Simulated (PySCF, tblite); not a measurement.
# C₄H₉FO₂Si: geometry, infrared bands and NMR shifts

What infrared bands and NMR shifts should C₄H₉FO₂Si (`COC[SiH2]O/C=C\F`) show?

Programs: tblite 0.8.0 and PySCF 2.14.0, with density-fitted response routines of our own. Each step states its level of theory. These are calculated values for one molecule in the gas phase, unless marked as measured. Atoms are numbered from 0 throughout.

### 1 The molecule as given

17 atoms, charge 0, multiplicity 1; geometry from: force field or distance geometry start.

Bonds of the start (Å): C0–O1 1.37, O1–C2 1.40, C2–Si3 1.83, Si3–O4 1.75, O4–C5 1.39, C5–C6 1.34, C6–F7 1.35, C0–H8 1.11, C0–H9 1.13, C0–H10 1.12, C2–H11 1.12, C2–H12 1.11, Si3–H13 1.48, Si3–H14 1.47, C5–H15 1.08, C6–H16 1.10.

### 2 Geometry optimisation with GFN2-xTB

Job settings and geometry (Å):

```
{"job": {"kind": "relax", "xc": "GFN2-xTB", "basis": "xTB"}, "charge": 0, "multiplicity": 1}
C     -2.823400     0.357600     0.263100
O     -2.508300    -0.885600    -0.204900
C     -1.255600    -0.902000    -0.833300
Si    -0.004100    -0.342200     0.373300
O      1.630100    -0.775300    -0.096700
C      2.479500     0.303800    -0.318800
C      3.672200     0.408600     0.277600
F      4.113800    -0.539200     1.134500
H     -2.076200     0.730900     0.993200
H     -2.995600     1.084500    -0.580100
H     -3.808300     0.325800     0.804800
H     -1.128000    -1.958800    -1.183600
H     -1.352200    -0.239200    -1.718500
H     -0.306300    -1.032000     1.650300
H     -0.108900     1.106100     0.630500
H      2.155100     1.086600    -0.984500
H      4.309400     1.282500     0.082100
```

Launch:

```bash
$ OMP_NUM_THREADS=1 python probes_run.py task.json out
```

This one command runs all jobs of the session in turn.

**Question.** This job is followed by: GFN2-xTB harmonic vibrations, gas phase; GIAO PBE0/pcSseg-1 NMR shielding, non-relativistic, gas phase. What will the session give for the following? strongest single infrared mode (GFN2-xTB); zero-point energy (GFN2-xTB); ¹³C shifts against TMS (PBE0/pcSseg-1); ¹H shifts against TMS (PBE0/pcSseg-1, means over atoms taken as alike); ¹⁷O shifts against H2O (PBE0/pcSseg-1); ²⁹Si shifts against TMS (PBE0/pcSseg-1); ¹⁹F shifts against CFCl3 (PBE0/pcSseg-1).

As calculated:

| quantity | value |
| --- | --- |
| strongest single infrared mode (GFN2-xTB) | 2229 cm⁻¹, 322 km/mol |
| zero-point energy (GFN2-xTB) | 77.2 kcal/mol |
| ¹³C shifts against TMS (PBE0/pcSseg-1) | 144.2, 134.4, 65.7, 63.4 ppm |
| ¹H shifts against TMS (PBE0/pcSseg-1, means over atoms taken as alike) | 6.60, 5.81, 5.55, 3.76, 3.38 ppm |
| ¹⁷O shifts against H2O (PBE0/pcSseg-1) | 72.9, 1.5 ppm |
| ²⁹Si shifts against TMS (PBE0/pcSseg-1) | -11.6 ppm |
| ¹⁹F shifts against CFCl3 (PBE0/pcSseg-1) | -187.9 ppm |

Over 205 steps the energy fell by 0.979 eV; of the close pairs, Si3–O4 changed most, 1.755 to 1.643 Å. All 45 modes are real, so the xTB geometry is a minimum. The strongest single mode, at 2229 cm⁻¹, moves mainly H14. Unscaled tight-binding wavenumbers are off by several per cent, some by more. Its intensities can rank the bands wrongly. H16 (hydrogen on a β carbon of an enol-ether or enamine type C=C) lies farthest downfield among hydrogen, at 6.60 ppm; attached to an sp2 carbon and in the plane of the double bond. At PBE0/pcSseg-1: The widest tensor belongs to O4: span 201 ppm, with a paramagnetic part of -136 ppm.
